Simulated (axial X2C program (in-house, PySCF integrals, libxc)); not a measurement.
# MnBe: EOM-EA-CCSD levels

Wanted for MnBe: EOM-EA-CCSD levels, at the two-component level.

Computed with an in-house X2C program for linear molecules on PySCF integrals. Level: two-component X2C with atomic mean-field terms, Mn dyall-acv3z, Be dyall-acv3z.

All values are calculated.

## 1. Set-up

The input, task.json:

```json
{"zs": [25, 4], "q": 0, "bas": ["dyall-acv3z", "dyall-acv3z"], "r0": 2.21, "eom": "ea", "thr": -2.0, "nmax": 92, "grid": [1, 0.96, 1.045, 0.92, 1.09, 1.15]}
```

Keys: zs atomic numbers; q charge; bas basis sets; r0 starting distance in Å; eom kind of EOM run; thr threshold in hartree for freezing inner shells (an s shell follows its p shell); nmax most natural virtual spinors; grid distances as factors.

Run with:

```
$ python soeom.py task.json out
```

After this run come: EOM-EA-CCSD at 2.245 Å.

What does the calculation give? Wanted: next root led by one particle; T1 of the reference; lowest state, Re and ωe.

As calculated:

```
                     quantity                            value
       lowest root at 2.245 Å                Ω = 1/2, 5.867 eV
next root led by one particle  Ω = 1/2, about 8830 cm⁻¹ higher
          T1 of the reference                            0.171
      lowest state, Re and ωe                2.141 Å, 456 cm⁻¹
```

In words: The added electron is bound by 5.87 eV in a spinor of 48% Be pσ, 28% Mn sσ, 14% Mn pσ. Errors of 0.1 to 0.3 eV are usual at this size, and roots led by higher excitations are left out, so the list is incomplete, and low states of that kind can be missing. T1 or the largest double amplitude of the reference is raised, which lowers the reliability. The bond is 0.005 Å longer than in the closed-shell reference at CCSD (2.135 Å).
